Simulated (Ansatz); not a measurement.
H8NPSi2, SMILES [SiH3]N[SiH2]P, a geometry optimisation

Run with the Python package of Ansatz (0.2.0).

Script `h8npsi2_opt.py`:
```python
import itertools

import ansatz as az
from ase.data import atomic_numbers, covalent_radii
import numpy as np

GEOMETRY = """
Si   -0.55560    1.90430    0.02060
N    -0.85580    0.27740   -0.08920
Si    0.58130   -0.52880    0.10550
P     0.15560   -2.66140    0.07310
H    -0.10550    2.27680    1.34470
H     0.33250    2.41120   -1.04860
H    -1.89680    2.59040   -0.17410
H    -1.46130    0.01010    0.63040
H     1.19130   -0.19640    1.48750
H     1.54460   -0.23090   -0.96910
H     1.38050   -3.17840   -0.06850
H    -0.23390   -2.72950   -1.27840
"""


def main() -> None:
    h8npsi2 = az.Crystal.molecule()
    for line in GEOMETRY.strip().splitlines():
        symbol, *xyz = line.split()
        h8npsi2 = h8npsi2.atom(symbol, [float(v) for v in xyz])

    setup = (
        h8npsi2.calculation()
        .basis(gaussian="6-31G*")
        .functional("B3LYP")
        .scf(lower_state_search="light")
    )
    symbols = [site.symbol for site in h8npsi2.cartesian_sites]
    start = np.array([site.position_ang for site in h8npsi2.cartesian_sites], dtype=float)
    def progress(event):
        if event["event"] == "relax_step":
            row = event["data"]
            print(f"step {row['step']:3d}  E = {row['lagrangian_ev']:.6f} eV  largest force component {row['allowed_force_max_ev_ang']:.4f} eV/A")


    summary = setup.relax(force_tolerance=0.02, max_steps=100).session().plan().execute(on_event=progress).report
    end = np.array(summary["positions_ang"])

    for key in ("converged", "free_energy_ev", "reference_energy_ev", "n_frozen", "n_occupied", "n_virtual"):
        print(f"{key:22s} {summary[key]}")

    radius = [covalent_radii[atomic_numbers[s]] for s in symbols]
    span = lambda where, i, j: np.linalg.norm(where[i] - where[j])
    bonded = [(i, j) for i, j in itertools.combinations(range(len(symbols)), 2) if min(span(start, i, j), span(end, i, j)) < 1.2 * (radius[i] + radius[j])]
    print("pair        before    after (A)")
    for i, j in bonded:
        print(f"{symbols[i]}{i}-{symbols[j]}{j}".ljust(10), f"{span(start, i, j):8.4f} {span(end, i, j):8.4f}")
    with open("h8npsi2_opt.xyz", "w") as handle:
        handle.write(f"{len(symbols)}\nrelaxed H8NPSi2\n")
        handle.writelines(f"{s:2s} {x:11.6f} {y:11.6f} {z:11.6f}\n" for s, (x, y, z) in zip(symbols, end))


if __name__ == "__main__":
    main()
```

`python h8npsi2_opt.py` gives:
```text
step   1  E = -26664.506809 eV  largest force component 3.8267 eV/A
step   2  E = -26665.249706 eV  largest force component 1.6532 eV/A
step   3  E = -26665.405824 eV  largest force component 0.6644 eV/A
step   4  E = -26665.482201 eV  largest force component 0.3497 eV/A
step   5  E = -26665.508072 eV  largest force component 0.3858 eV/A
step   6  E = -26665.531323 eV  largest force component 0.0879 eV/A
step   7  E = -26665.538214 eV  largest force component 0.0397 eV/A
step   8  E = -26665.541466 eV  largest force component 0.1611 eV/A
step   9  E = -26665.538672 eV  largest force component 0.1833 eV/A
step  10  E = -26665.545299 eV  largest force component 0.0201 eV/A
step  11  E = -26665.545433 eV  largest force component 0.0349 eV/A
step  12  E = -26665.546134 eV  largest force component 0.0357 eV/A
step  13  E = -26665.546509 eV  largest force component 0.0325 eV/A
step  14  E = -26665.546807 eV  largest force component 0.0307 eV/A
step  15  E = -26665.546994 eV  largest force component 0.0190 eV/A
converged              True
free_energy_ev         -26665.54728905369
reference_energy_ev    -26665.54728905369
n_frozen               0
n_occupied             [29, 29]
n_virtual              [59, 59]
pair        before    after (A)
Si0-N1       1.6580   1.7460
Si0-H4       1.4473   1.4921
Si0-H5       1.4795   1.4846
Si0-H6       1.5190   1.4889
N1-Si2       1.6593   1.7423
N1-H7        0.9777   1.0174
Si2-P3       2.1749   2.2790
Si2-H8       1.5468   1.4931
Si2-H9       1.4736   1.4862
P3-H10       1.3371   1.4254
P3-H11       1.4082   1.4244
```

`h8npsi2_opt.xyz`, as written:
```text
12
relaxed H8NPSi2
Si   -0.719679    2.057933   -0.063376
N    -0.553355    0.430528    0.546807
Si    0.764970   -0.692442    0.355264
P    -0.065259   -2.734453   -0.223227
H    -0.413129    3.112092    0.947144
H     0.219223    2.216220   -1.202407
H    -2.117944    2.285024   -0.521782
H    -1.295600    0.125036    1.171945
H     1.533643   -0.921376    1.614603
H     1.680962   -0.094248   -0.650700
H     1.206554   -3.370661   -0.321205
H    -0.163487   -2.468853   -1.619167
```

What to keep in mind:
- These settings explore the input space; basis and method may be short of convergence.
- The end point is the stationary point reached from this start; no frequency run checks that it is a minimum, and the basis set is modest.
- b3lyp holds the VWN-RPA fit, as in Gaussian; the form of ORCA and Turbomole is b3lyp5.
- Run time: 85 s on 1 thread of Arm Neoverse V1, on a shared host, peak memory 0.27 GiB.

(Lines on the test bed's own set-up are left out of the output.)
